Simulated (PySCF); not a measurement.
**[LuF2]+: other functionals and bases at one geometry**

The task here is to estimate one member of a computed series from the others.

Program: PySCF 2.14.0. Level of theory: several levels, as the steps say, no spin–orbit coupling. These are calculated values, not measurements.

1 further run of the same task is left out (for a known fault of the program).

## The starting structure

3 atoms, charge 1, spin multiplicity 1.

Bond lengths: Lu1–F2 1.892 Å, Lu1–F3 1.892 Å. Angles: F2–Lu1–F3 112.0°.

Geometry (Å):

```xyz
3
F2Lu
Lu    0.0000    0.0000   -0.2996
F     1.5682    0.0000    0.7582
F    -1.5682    0.0000    0.7582
```

Formal oxidation states: Lu +3. Each metal's 14 4f electrons lie in its core potential, so multiplicities, spins and levels count the valence alone. An earlier session relaxed this geometry at PBE0, Lu lcecp-1-SVP with ECP60, F def2-SVP (singlet, point group C2v).

At PBE0 on the finer grid: E = -239.208474 Eh, HOMO -16.40 eV, LUMO -8.69 eV, Mulliken charge on Lu1 +1.62 e, largest force component 0.016 eV/Å. 

Levels to run: TPSSh; wB97X; PBE0, TZVP. Hardware: 2 threads of Arm Neoverse N1, shared host.

The first run:

File run.py (the lines that set the calculation):

```python
mol = gto.M(atom='''
Lu     0.00000     0.00000    -0.29959
F      1.56823     0.00000     0.75822
F     -1.56823     0.00000     0.75822''',
    basis={'Lu': 'lcecp-1-SVP', 'F': 'def2-SVP'},
    ecp={'Lu': 'lcecp-1-SVP'},
    charge=1, spin=0)
mf = dft.RKS(mol, xc='TPSSH')
mf.grids.atom_grid = (75, 302)  # f atoms: unpruned, at least (60, 302)
mf = mf.density_fit()  # fitting sets: Lu AutoAux, F def2-universal-JKFIT
mf.conv_tol = 1e-08; mf.max_cycle = 55
mf.kernel(dm0)  # dm0: the density of the relaxed state
```

Launch:

```bash
OMP_NUM_THREADS=2 python run.py
```

Steps of the session up to this table: TPSSh; wB97X; PBE0, TZVP.

One of the session's tables, all rows but one given; the rest of the session is left out.

| level | HOMO (eV) | gap (eV) | charge on Lu1 (e) | dipole (D) | largest force component (eV/Å) |
| --- | --- | --- | --- | --- | --- |
| PBE0 (relaxed here) | -16.40 | 7.71 | 1.62 | 6.15 | 0.02 |
| TPSSh | ? | ? | ? | ? | ? |
| wB97X | -18.79 | 12.41 | 1.64 | 6.36 | 0.14 |
| PBE0, TZVP | -16.41 | 7.81 | 1.85 | 6.19 | 0.23 |

**Question.** Estimate the row for TPSSh.

**Answer.** HOMO (eV): -15.30; gap (eV): 6.39; charge on Lu1 (e): 1.59; dipole (D): 6.00; largest force component (eV/Å): 0.29. In the column «HOMO (eV)» it is the highest.

The dipole of a charged species depends on the origin, so these sizes hold for this origin alone.

In one basis the HOMO–LUMO gap runs from 6.39 eV (TPSSh) to 12.41 eV (wB97X). The largest leftover force, 0.29 eV/Å with TPSSh, stands at a geometry relaxed at another level. With 4f in the core, its levels are missing from HOMO and gap, and its count is fixed, so no charge can pass from the ligands into it. Total energies of different levels can't be compared.
